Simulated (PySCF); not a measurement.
# Au: excitation energy in x2c-TZVPPall

Each state of gold is computed at each level; their differences give the excitation energy. How far do the methods differ?

The numbers are computed with PySCF 2.14.0 (unrestricted determinants in a Gaussian basis, no spin-orbit coupling in the energies), except any that are marked as measured or tabulated.

## Step 1: The system

```
Element                                   : gold (Z = 79)
Basis                                     : x2c-TZVPPall
Hamiltonian                               : scalar relativity by spin-free X2C-1e
State 1                                   : Au: [Xe] 4f14 5d9 6s2, 2D determinant (an excited configuration)
Needed too, but not shown                 : Au [Xe] 4f14 5d10 6s1 (2S)
Methods                                   : UHF, LDA, PBE, PBE0, r2SCAN, PBEsol, r2SCAN0, BLYP, MP2
Core shells frozen in the correlated runs : valence: [Xe] 4f14; valence and next inner shell: [Kr] 4d10 4f14 (for Au)
```

Outer shells as boxes (Hund's rule):

Au [Xe] 4f14 5d9 6s2
```
[Xe] core
4f [↑↓][↑↓][↑↓][↑↓][↑↓][↑↓][↑↓]
5d [↑↓][↑↓][↑↓][↑↓][↑ ]
6s [↑↓]
```

The runs were made by one driver on top of PySCF. The scripts below sum up each run's settings (the driver also hands on starting orbitals that pick excited configurations, and frozen orbitals as a list rather than a count), and the logs come from the driver's own runs. The driver starts from symmetry-adapted Hartree-Fock orbitals, holds the occupation by maximum overlap and uses a logarithmic radial grid for functionals, so a plain start would take other cycles.

The integrals over 97 functions and the set-up took 5.7 s of CPU time.

## Step 2: Au [Xe] 4f14 5d9 6s2

UHF:

Contents of input.py:

```python
from pyscf import gto, scf, dft, mp, cc
import basis_set_exchange as bse
mol = gto.M(atom="Au 0 0 0", charge=0, spin=1, symmetry="D2h",
            basis=gto.basis.parse(bse.get_basis("x2c-TZVPPall", elements=["Au"], fmt="nwchem")),
            nucmod="G")
mf = scf.UHF(mol).sfx2c1e()
mf.irrep_nelec = {'Ag': (12, 11), 'B1g': (3, 3), 'B2g': (3, 3), 'B3g': (3, 3), 'Au': (1, 1), 'B1u': (6, 6), 'B2u': (6, 6), 'B3u': (6, 6)}
mf.kernel()
```

Standard output:

```text
damping factor = 0
level_shift factor = 0
DIIS = <class 'pyscf.scf.diis.CDIIS'>
diis_start_cycle = 1
diis_space = 10
diis_damp = 0
SCF conv_tol = 1e-09
SCF conv_tol_grad = None
number electrons alpha = 40  beta = 39
cycle= 1 E= -19008.718153466  delta_E= -0.00488  |g|= 0.024  |ddm|= 0.069
cycle= 2 E= -19008.7182974802  delta_E= -0.000144  |g|= 0.00498  |ddm|= 0.0152
cycle= 3 E= -19008.7183072775  delta_E= -9.8e-06  |g|= 0.00124  |ddm|= 0.00688
cycle= 4 E= -19008.7183077867  delta_E= -5.09e-07  |g|= 0.000638  |ddm|= 0.00154
cycle= 5 E= -19008.7183079275  delta_E= -1.41e-07  |g|= 0.000112  |ddm|= 0.000932
cycle= 6 E= -19008.7183079427  delta_E= -1.52e-08  |g|= 2.03e-05  |ddm|= 0.000421
cycle= 7 E= -19008.718307943  delta_E= -3.13e-10  |g|= 5.28e-06  |ddm|= 3.64e-05
converged SCF energy = -19008.718307943  <S^2> = 0.75349177  2S+1 = 2.0034887
```

It used 2.3 s of CPU time after the integrals (shared host).

The occupied shells:

```csv
shell,electrons,mean orbital energy (eV),spread (eV),rms radius (bohr)
1s β,1,-81168.5,0,0.0190
1s α,1,-81168.5,0,0.0190
2s α,1,-14474.7,0,0.0768
2s β,1,-14474.6,0,0.0768
2p α,3,-12564.9,0.156,0.0705
2p β,3,-12564.8,0.023,0.0705
3s α,1,-3487.9,0,0.196
3s β,1,-3487.9,0,0.196
3p α,3,-2922.5,0.275,0.198
3p β,3,-2922.5,0.211,0.198
3d α,5,-2290.8,0.305,0.182
3d β,5,-2290.6,0.375,0.182
4s α,1,-796.71,0,0.432
4s β,1,-796.52,0,0.432
4p α,3,-607.29,0.576,0.460
4p β,3,-607.09,0.354,0.460
4d α,5,-370.14,0.725,0.492
4d β,5,-369.85,0.776,0.492
5s α,1,-131.71,0,0.996
5s β,1,-130.22,0,0.996
4f α,7,-107.14,0.658,0.545
4f β,7,-106.95,0.401,0.545
5p α,3,-78.851,1.467,1.15
5p β,3,-76.743,1.057,1.15
5d α,5,-15.753,1.769,1.67
5d β,4,-14.702,1.278,1.67
6s α,1,-8.895,0,3.14
6s β,1,-8.415,0,3.14
```

⟨S²⟩ = 0.753, ⟨L²⟩ = 6.02.

Spin-orbit constants on these orbitals (cm⁻¹; bare nucleus, screened nucleus, mean field): 5d 6092, 5321, n/a. To first order in LS coupling the lowest level has J = 5/2 and lies 0.660 eV below the centre of the term.

Spin-orbit coupling, absent here, splits the open shell strongly.

LDA:

input.py differs from the last one in:

```diff
@@ -5,3 +5,3 @@
             nucmod="G")
-mf = scf.UHF(mol).sfx2c1e()
+mf = dft.UKS(mol, xc="LDA,VWN").sfx2c1e()
 mf.irrep_nelec = {'Ag': (12, 11), 'B1g': (3, 3), 'B2g': (3, 3), 'B3g': (3, 3), 'Au': (1, 1), 'B1u': (6, 6), 'B2u': (6, 6), 'B3u': (6, 6)}
```

Standard output:

```text
damping factor = 0
level_shift factor = 0
DIIS = <class 'pyscf.scf.diis.CDIIS'>
diis_start_cycle = 1
diis_space = 10
diis_damp = 0
SCF conv_tol = 1e-09
SCF conv_tol_grad = None
number electrons alpha = 40  beta = 39
XC functionals = LDA,VWN
    P. A. M. Dirac.,  Math. Proc. Cambridge Philos. Soc. 26, 376 (1930)
    F. Bloch.,  Z. Phys. 57, 545 (1929)
    S. H. Vosko, L. Wilk, and M. Nusair.,  Can. J. Phys. 58, 1200 (1980)
cycle= 1 E= -19002.8245371022  delta_E= -0.0406  |g|= 0.308  |ddm|= 0.666
cycle= 2 E= -19002.8157769881  delta_E= 0.00876  |g|= 0.374  |ddm|= 0.33
cycle= 3 E= -19002.8314845546  delta_E= -0.0157  |g|= 0.0436  |ddm|= 0.25
cycle= 4 E= -19002.8319252847  delta_E= -0.000441  |g|= 0.0031  |ddm|= 0.044
cycle= 5 E= -19002.8319287768  delta_E= -3.49e-06  |g|= 0.000189  |ddm|= 0.00471
cycle= 6 E= -19002.8319287856  delta_E= -8.78e-09  |g|= 2.26e-05  |ddm|= 0.000151
cycle= 7 E= -19002.8319287858  delta_E= -1.89e-10  |g|= 7.17e-07  |ddm|= 3.57e-05
converged SCF energy = -19002.8319287858  <S^2> = 0.75060503  2S+1 = 2.0006049
```

CPU time 1.1 s on a shared host, the integrals not counted.

PBE:

input.py differs from the last one in:

```diff
@@ -5,3 +5,3 @@
             nucmod="G")
-mf = dft.UKS(mol, xc="LDA,VWN").sfx2c1e()
+mf = dft.UKS(mol, xc="PBE").sfx2c1e()
 mf.irrep_nelec = {'Ag': (12, 11), 'B1g': (3, 3), 'B2g': (3, 3), 'B3g': (3, 3), 'Au': (1, 1), 'B1u': (6, 6), 'B2u': (6, 6), 'B3u': (6, 6)}
```

Standard output:

```text
damping factor = 0
level_shift factor = 0
DIIS = <class 'pyscf.scf.diis.CDIIS'>
diis_start_cycle = 1
diis_space = 10
diis_damp = 0
SCF conv_tol = 1e-09
SCF conv_tol_grad = None
number electrons alpha = 40  beta = 39
XC functionals = PBE
    J. P. Perdew, K. Burke, and M. Ernzerhof.,  Phys. Rev. Lett. 77, 3865 (1996)
    J. P. Perdew, K. Burke, and M. Ernzerhof.,  Phys. Rev. Lett. 78, 1396 (1997)
    J. P. Perdew, K. Burke, and M. Ernzerhof.,  Phys. Rev. Lett. 77, 3865 (1996)
    J. P. Perdew, K. Burke, and M. Ernzerhof.,  Phys. Rev. Lett. 78, 1396 (1997)
cycle= 1 E= -19014.493714096  delta_E= -0.0347  |g|= 0.276  |ddm|= 0.588
cycle= 2 E= -19014.4864804782  delta_E= 0.00723  |g|= 0.34  |ddm|= 0.309
cycle= 3 E= -19014.4995956665  delta_E= -0.0131  |g|= 0.0358  |ddm|= 0.23
cycle= 4 E= -19014.4999071419  delta_E= -0.000311  |g|= 0.00219  |ddm|= 0.0384
cycle= 5 E= -19014.4999088899  delta_E= -1.75e-06  |g|= 0.00012  |ddm|= 0.0035
cycle= 6 E= -19014.4999088931  delta_E= -3.16e-09  |g|= 1.82e-05  |ddm|= 7.85e-05
cycle= 7 E= -19014.4999088932  delta_E= -1.09e-10  |g|= 1.37e-06  |ddm|= 3.53e-05
converged SCF energy = -19014.4999088932  <S^2> = 0.75097081  2S+1 = 2.0009706
```

It used 2.3 s of CPU time after the integrals (shared host).

PBE0:

input.py differs from the last one in:

```diff
@@ -5,3 +5,3 @@
             nucmod="G")
-mf = dft.UKS(mol, xc="PBE").sfx2c1e()
+mf = dft.UKS(mol, xc="PBE0").sfx2c1e()
 mf.irrep_nelec = {'Ag': (12, 11), 'B1g': (3, 3), 'B2g': (3, 3), 'B3g': (3, 3), 'Au': (1, 1), 'B1u': (6, 6), 'B2u': (6, 6), 'B3u': (6, 6)}
```

Standard output:

```text
damping factor = 0
level_shift factor = 0
DIIS = <class 'pyscf.scf.diis.CDIIS'>
diis_start_cycle = 1
diis_space = 10
diis_damp = 0
SCF conv_tol = 1e-09
SCF conv_tol_grad = None
number electrons alpha = 40  beta = 39
XC functionals = PBE0
    C. Adamo and V. Barone.,  J. Chem. Phys. 110, 6158 (1999)
    M. Ernzerhof and G. E. Scuseria.,  J. Chem. Phys. 110, 5029 (1999)
cycle= 1 E= -19014.2429573923  delta_E= -0.0222  |g|= 0.163  |ddm|= 0.445
cycle= 2 E= -19014.2424419964  delta_E= 0.000515  |g|= 0.155  |ddm|= 0.175
cycle= 3 E= -19014.24468904  delta_E= -0.00225  |g|= 0.0192  |ddm|= 0.0905
cycle= 4 E= -19014.2447639306  delta_E= -7.49e-05  |g|= 0.000891  |ddm|= 0.0205
cycle= 5 E= -19014.2447642582  delta_E= -3.28e-07  |g|= 0.000217  |ddm|= 0.00115
cycle= 6 E= -19014.2447642713  delta_E= -1.31e-08  |g|= 1.1e-05  |ddm|= 0.000456
cycle= 7 E= -19014.2447642714  delta_E= -8e-11  |g|= 1.76e-06  |ddm|= 3.89e-05
converged SCF energy = -19014.2447642714  <S^2> = 0.75128637  2S+1 = 2.001286
```

It used 2.7 s of CPU time after the integrals (shared host).

r2SCAN:

input.py differs from the last one in:

```diff
@@ -5,3 +5,3 @@
             nucmod="G")
-mf = dft.UKS(mol, xc="PBE0").sfx2c1e()
+mf = dft.UKS(mol, xc="R2SCAN").sfx2c1e()
 mf.irrep_nelec = {'Ag': (12, 11), 'B1g': (3, 3), 'B2g': (3, 3), 'B3g': (3, 3), 'Au': (1, 1), 'B1u': (6, 6), 'B2u': (6, 6), 'B3u': (6, 6)}
```

Standard output:

```text
damping factor = 0
level_shift factor = 0
DIIS = <class 'pyscf.scf.diis.CDIIS'>
diis_start_cycle = 1
diis_space = 10
diis_damp = 0
SCF conv_tol = 1e-09
SCF conv_tol_grad = None
number electrons alpha = 40  beta = 39
XC functionals = R2SCAN
    J. W. Furness, A. D. Kaplan, J. Ning, J. P. Perdew, and J. Sun.,  J. Phys. Chem. Lett. 11, 8208-8215 (2020)
    J. W. Furness, A. D. Kaplan, J. Ning, J. P. Perdew, and J. Sun.,  J. Phys. Chem. Lett. 11, 9248-9248 (2020)
    J. W. Furness, A. D. Kaplan, J. Ning, J. P. Perdew, and J. Sun.,  J. Phys. Chem. Lett. 11, 8208-8215 (2020)
    J. W. Furness, A. D. Kaplan, J. Ning, J. P. Perdew, and J. Sun.,  J. Phys. Chem. Lett. 11, 9248-9248 (2020)
cycle= 1 E= -19014.5223305848  delta_E= -0.0289  |g|= 0.22  |ddm|= 0.581
cycle= 2 E= -19014.5199730631  delta_E= 0.00236  |g|= 0.238  |ddm|= 0.233
cycle= 3 E= -19014.5255407014  delta_E= -0.00557  |g|= 0.0307  |ddm|= 0.144
cycle= 4 E= -19014.5257532155  delta_E= -0.000213  |g|= 0.00141  |ddm|= 0.0311
cycle= 5 E= -19014.5257539824  delta_E= -7.67e-07  |g|= 0.000271  |ddm|= 0.00218
cycle= 6 E= -19014.5257540062  delta_E= -2.38e-08  |g|= 2.2e-05  |ddm|= 0.000692
cycle= 7 E= -19014.5257540064  delta_E= -2.07e-10  |g|= 3.28e-06  |ddm|= 6.08e-05
converged SCF energy = -19014.5257540064  <S^2> = 0.75195538  2S+1 = 2.0019544
```

CPU time 4.2 s on a shared host, the integrals not counted.

PBEsol:

input.py differs from the last one in:

```diff
@@ -5,3 +5,3 @@
             nucmod="G")
-mf = dft.UKS(mol, xc="R2SCAN").sfx2c1e()
+mf = dft.UKS(mol, xc="PBEsol").sfx2c1e()
 mf.irrep_nelec = {'Ag': (12, 11), 'B1g': (3, 3), 'B2g': (3, 3), 'B3g': (3, 3), 'Au': (1, 1), 'B1u': (6, 6), 'B2u': (6, 6), 'B3u': (6, 6)}
```

Standard output:

```text
damping factor = 0
level_shift factor = 0
DIIS = <class 'pyscf.scf.diis.CDIIS'>
diis_start_cycle = 1
diis_space = 10
diis_damp = 0
SCF conv_tol = 1e-09
SCF conv_tol_grad = None
number electrons alpha = 40  beta = 39
XC functionals = PBEsol
    J. P. Perdew, A. Ruzsinszky, G. I. Csonka, O. A. Vydrov, G. E. Scuseria, L. A. Constantin, X. Zhou, and K. Burke.,  Phys. Rev. Lett. 100, 136406 (2008)
    J. P. Perdew, A. Ruzsinszky, G. I. Csonka, O. A. Vydrov, G. E. Scuseria, L. A. Constantin, X. Zhou, and K. Burke.,  Phys. Rev. Lett. 100, 136406 (2008)
cycle= 1 E= -19008.7847940871  delta_E= -0.0367  |g|= 0.298  |ddm|= 0.633
cycle= 2 E= -19008.7768241245  delta_E= 0.00797  |g|= 0.361  |ddm|= 0.321
cycle= 3 E= -19008.7913535617  delta_E= -0.0145  |g|= 0.0401  |ddm|= 0.241
cycle= 4 E= -19008.7917372216  delta_E= -0.000384  |g|= 0.00244  |ddm|= 0.0419
cycle= 5 E= -19008.7917394029  delta_E= -2.18e-06  |g|= 0.000144  |ddm|= 0.00381
cycle= 6 E= -19008.7917394074  delta_E= -4.51e-09  |g|= 2.04e-05  |ddm|= 9.9e-05
cycle= 7 E= -19008.7917394076  delta_E= -1.53e-10  |g|= 1.1e-06  |ddm|= 3.57e-05
converged SCF energy = -19008.7917394076  <S^2> = 0.75086332  2S+1 = 2.0008631
```

It used 2.2 s of CPU time after the integrals (shared host).

r2SCAN0:

input.py differs from the last one in:

```diff
@@ -5,3 +5,3 @@
             nucmod="G")
-mf = dft.UKS(mol, xc="PBEsol").sfx2c1e()
+mf = dft.UKS(mol, xc="HYB_MGGA_XC_R2SCAN0").sfx2c1e()
 mf.irrep_nelec = {'Ag': (12, 11), 'B1g': (3, 3), 'B2g': (3, 3), 'B3g': (3, 3), 'Au': (1, 1), 'B1u': (6, 6), 'B2u': (6, 6), 'B3u': (6, 6)}
```

Standard output:

```text
damping factor = 0
level_shift factor = 0
DIIS = <class 'pyscf.scf.diis.CDIIS'>
diis_start_cycle = 1
diis_space = 10
diis_damp = 0
SCF conv_tol = 1e-09
SCF conv_tol_grad = None
number electrons alpha = 40  beta = 39
XC functionals = HYB_MGGA_XC_R2SCAN0
    M. Bursch, H. Neugebauer, S. Ehlert, and S. Grimme.,  J. Chem. Phys. 156, 134105 (2022)
cycle= 1 E= -19014.2850981071  delta_E= -0.0193  |g|= 0.136  |ddm|= 0.453
cycle= 2 E= -19014.2851962496  delta_E= -9.81e-05  |g|= 0.116  |ddm|= 0.153
cycle= 3 E= -19014.2863110309  delta_E= -0.00111  |g|= 0.017  |ddm|= 0.0611
cycle= 4 E= -19014.2863674631  delta_E= -5.64e-05  |g|= 0.00131  |ddm|= 0.0208
cycle= 5 E= -19014.2863684331  delta_E= -9.7e-07  |g|= 0.00022  |ddm|= 0.00448
cycle= 6 E= -19014.2863684548  delta_E= -2.17e-08  |g|= 1.43e-05  |ddm|= 0.000885
cycle= 7 E= -19014.2863684551  delta_E= -3.13e-10  |g|= 2.32e-06  |ddm|= 0.000124
converged SCF energy = -19014.2863684551  <S^2> = 0.75206978  2S+1 = 2.0020687
```

It used 4.7 s of CPU time after the integrals (shared host).

BLYP:

input.py differs from the last one in:

```diff
@@ -5,3 +5,3 @@
             nucmod="G")
-mf = dft.UKS(mol, xc="HYB_MGGA_XC_R2SCAN0").sfx2c1e()
+mf = dft.UKS(mol, xc="BLYP").sfx2c1e()
 mf.irrep_nelec = {'Ag': (12, 11), 'B1g': (3, 3), 'B2g': (3, 3), 'B3g': (3, 3), 'Au': (1, 1), 'B1u': (6, 6), 'B2u': (6, 6), 'B3u': (6, 6)}
```

Standard output:

```text
damping factor = 0
level_shift factor = 0
DIIS = <class 'pyscf.scf.diis.CDIIS'>
diis_start_cycle = 1
diis_space = 10
diis_damp = 0
SCF conv_tol = 1e-09
SCF conv_tol_grad = None
number electrons alpha = 40  beta = 39
XC functionals = BLYP
    A. D. Becke.,  Phys. Rev. A 38, 3098 (1988)
    C. Lee, W. Yang, and R. G. Parr.,  Phys. Rev. B 37, 785 (1988)
    B. Miehlich, A. Savin, H. Stoll, and H. Preuss.,  Chem. Phys. Lett. 157, 200 (1989)
cycle= 1 E= -19015.5377334851  delta_E= -0.035  |g|= 0.302  |ddm|= 0.563
cycle= 2 E= -19015.5263799493  delta_E= 0.0114  |g|= 0.397  |ddm|= 0.381
cycle= 3 E= -19015.5459776661  delta_E= -0.0196  |g|= 0.0335  |ddm|= 0.276
cycle= 4 E= -19015.5462527372  delta_E= -0.000275  |g|= 0.00272  |ddm|= 0.0362
cycle= 5 E= -19015.5462554428  delta_E= -2.71e-06  |g|= 0.000188  |ddm|= 0.00444
cycle= 6 E= -19015.5462554531  delta_E= -1.04e-08  |g|= 2.04e-05  |ddm|= 0.000201
cycle= 7 E= -19015.5462554533  delta_E= -1.53e-10  |g|= 1.16e-06  |ddm|= 4e-05
converged SCF energy = -19015.5462554533  <S^2> = 0.75081078  2S+1 = 2.0008106
```

It used 2.4 s of CPU time after the integrals (shared host).

MP2 (valence):

input.py differs from the last one in:

```diff
@@ -5,4 +5,5 @@
             nucmod="G")
-mf = dft.UKS(mol, xc="BLYP").sfx2c1e()
+mf = scf.UHF(mol).sfx2c1e()
 mf.irrep_nelec = {'Ag': (12, 11), 'B1g': (3, 3), 'B2g': (3, 3), 'B3g': (3, 3), 'Au': (1, 1), 'B1u': (6, 6), 'B2u': (6, 6), 'B3u': (6, 6)}
 mf.kernel()
+mp.UMP2(mf, frozen=34).kernel()
```

No log was kept for this step.

It used 0.32 s of CPU time after the integrals (shared host).

With 11 electrons correlated, the MP2 correlation energy is -0.35348 hartree (-0.11819 same spin, -0.23528 opposite spin); the SCS form gives -0.32174. Largest pairs of shells: 5d-5d -0.2443, 5d-6s -0.0907, 6s-6s -0.0184.

## Step 3: Au [Xe] 4f14 5d9 6s2, continued

MP2 (valence and next inner shell):

input.py: that of step 2 with these lines changed.

```diff
@@ -8,2 +8,2 @@
 mf.kernel()
-mp.UMP2(mf, frozen=34).kernel()
+mp.UMP2(mf, frozen=30).kernel()
```

The driver printed no log here.

CPU time 0.37 s on a shared host, the integrals not counted.

With 19 electrons correlated, the MP2 correlation energy is -0.58857 hartree (-0.19417 same spin, -0.39440 opposite spin); the SCS form gives -0.53800. Largest pairs of shells: 5d-5d -0.2443, 5p-5d -0.1413, 5d-6s -0.0907, 5p-5p -0.0380, 5s-5d -0.0219.

Radial density 4πr²ρ of Au at UHF, without picture-change correction:

```
r (bohr)   density  spin density
0.000348      4.27         0.000
0.000586      8.56         0.000
0.000986      16.8         0.000
 0.00166      31.4         0.000
 0.00279      54.9         0.000
 0.00469      85.7         0.000
 0.00789       111         0.000
  0.0133       109         0.000
  0.0223      96.3         0.000
  0.0375       130         0.006
  0.0632       140         0.043
   0.106       119         0.087
   0.179       121        -0.004
   0.301      78.9         0.133
   0.505      64.9         0.010
   0.850      22.8         0.466
    1.43      10.6         0.771
    2.41      2.47         0.162
    4.05     0.409        -0.004
    6.81    0.0161        -0.002
    11.4  4.12e-05         0.000
```

## Step 4: Differences of total energies

Excitation energy: Au [Xe] 4f14 5d10 6s1 (2S) → Au [Xe] 4f14 5d9 6s2 (2D).

```csv
method,value (eV),error (eV)
UHF,1.734,-0.010
LDA,1.777,+0.033
PBE,1.730,-0.015
PBE0,1.815,+0.071
r2SCAN,1.626,-0.119
PBEsol,1.781,+0.036
r2SCAN0,1.707,-0.037
BLYP,1.592,-0.152
MP2 (valence),1.953,+0.208
SCS-MP2 (valence),1.827,+0.082
MP2 (valence and next inner shell),1.810,+0.066
SCS-MP2 (valence and next inner shell),1.681,-0.063
```

Reference: 1.745 eV (measured; NIST levels, between the centres of gravity of the two terms). Errors of the correlated levels include the incompleteness of this basis.

The differences also use runs on Au [Xe] 4f14 5d10 6s1 (2S), which are not shown here.

## Step 5: What came out

```
                                 quantity                                                                    value
excitation energy, Au → [Xe] 4f14 5d9 6s2  UHF 1.734, MP2 (valence and next inner shell) 1.810 eV; reference 1.745
```

Each level's miss (mean over 1 difference):

```
                                method  mean absolute miss against the measured value (with the measured fine structure taken into account where it is known) (eV)
                                   UHF                                                                                                                       0.010
                                   LDA                                                                                                                       0.033
                                   PBE                                                                                                                       0.015
                                  PBE0                                                                                                                       0.071
                                r2SCAN                                                                                                                       0.119
                                PBEsol                                                                                                                       0.036
                               r2SCAN0                                                                                                                       0.037
                                  BLYP                                                                                                                       0.152
                         MP2 (valence)                                                                                                                       0.208
                     SCS-MP2 (valence)                                                                                                                       0.082
    MP2 (valence and next inner shell)                                                                                                                       0.066
SCS-MP2 (valence and next inner shell)                                                                                                                       0.063
```

In words: Against experiment UHF comes closest (off by 0.01 eV), level with PBE and MP2 (valence) is farthest (0.21 eV). In a finite basis a lower level can come nearest by cancelling errors. PBE is off by -0.01 eV. All values hold for this basis alone; no basis-set limit was taken.
